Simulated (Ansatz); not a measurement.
Set up this calculation in Ansatz 0.2.0, as the native input.

| Property | Result |
| --- | --- |
| Task | relaxation of cell and atoms |
| Functional | RPBE |
| Potentials or basis | Ansatz PAW |
| Cutoff | 420 eV (not typed: the program's choice for these potentials) |
| k mesh | 7 × 7 × 7 |
| Occupations | fermi-dirac, width 0.05 eV |
| Spin | collinear spin, ferromagnetic start |
| Starting moments | [0.0, 0.0, 2.0, 2.0, 0.0, 0.0, 0.0, 0.0, 0.0, 0.0, 0.0, 0.0] μB |

VBiO4:

```
CELL_PARAMETERS angstrom
-2.56105 2.56105 5.79606
2.56105 -2.56105 5.79606
2.56105 2.56105 -5.79606
ATOMIC_POSITIONS crystal
Bi 0.75000 0.25000 0.50000
Bi 0.00000 0.00000 0.00000
V 0.25000 0.75000 0.50000
V 0.50000 0.50000 0.00000
O 0.43810 0.32910 0.60895
O 0.57915 0.68810 0.60899
O 0.72016 0.82915 0.39105
O 0.07910 0.97016 0.39101
O 0.67090 0.27984 0.10899
O 0.02984 0.42085 0.10895
O 0.31190 0.92090 0.89105
O 0.17085 0.56190 0.89101
```

Measurements of this composition are mostly on another form, of space group No. 15.

The input as run:

input.yaml

```yaml
crystal:
  lattice:
    - [-2.56105292, 2.56105292, 5.7960647]
    - [2.56105292, -2.56105292, 5.7960647]
    - [2.56105292, 2.56105292, -5.7960647]
  atoms:
    - { symbol: Bi, position: [0.75, 0.25, 0.5] }
    - { symbol: Bi, position: [0.0, 0.0, 0.0] }
    - { symbol: V, position: [0.25, 0.75, 0.5], spin: 2.0 }
    - { symbol: V, position: [0.5, 0.5, 0.0], spin: 2.0 }
    - { symbol: O, position: [0.43809724, 0.3291035, 0.60894833] }
    - { symbol: O, position: [0.57914891, 0.68809724, 0.60899374] }
    - { symbol: O, position: [0.72015517, 0.82914891, 0.39105167] }
    - { symbol: O, position: [0.0791035, 0.97015517, 0.39100626] }
    - { symbol: O, position: [0.6708965, 0.27984483, 0.10899374] }
    - { symbol: O, position: [0.02984483, 0.42085109, 0.10894833] }
    - { symbol: O, position: [0.31190276, 0.9208965, 0.89105167] }
    - { symbol: O, position: [0.17085109, 0.56190276, 0.89100626] }
hamiltonian:
  xc: rpbe
  pseudopotentials: { kind: paw }
magnetization:
  spin_polarized: true
kpoints:
  mp_grid: { grid: [7, 7, 7] }
scf:
  occupations: { method: fermi_dirac, width: 0.05 }
output:
  forces: true
  stress: true
  eigenvalues: true
relax:
  f_tol: 0.01
  max_steps: 40
  cell: { stress_tol: 0.05 }
```

Potentials or basis: Ansatz PAW.

Launch:

```sh
$ ansatz run input.yaml --threads 4 --pin off --max-ram 11264MiB --backend cpu --events-out ev --progress --plain --runs-dir out
```

Results of the run:

The relaxed volume is 13.51 Å³/atom and the relaxed cell is a = 7.019 Å, b = 7.019 Å, c = 7.019 Å, α = 136.44°, β = 136.44°, γ = 63.30°. The space group after relaxing (to 0.05 Å) is I4_1/a (No. 88), the energy gained by relaxing is 20.1 meV/atom and the ionic steps are 9. The pressure after relaxing is 0.0 GPa and the band gap on the k mesh is 2.33 eV, direct. The net moment is 0.00 μB per cell. The absolute moment is 0.00 μB per cell.

Caveat: odd divisions of the mesh miss points on the zone boundary, where band edges often lie, so the gap on the mesh can be too wide; the plane-wave basis is chosen anew once the cell has moved, so the energies of steps on either side of that aren't comparable; the pressure holds a Pulay correction of +0.5 GPa for the finite cutoff; spin-orbit coupling is left out, which as a rule narrows the gap of such compounds by several tenths of an eV; the PAW data sets come from PBE, with cores solved anew for the run's functional, which leaves a small shift of forces and pressure; the starting moments weren't kept.

Run time: 3.1 min on 4 threads of Arm Neoverse V2, with other jobs on the host, peak memory 1.2 GiB.
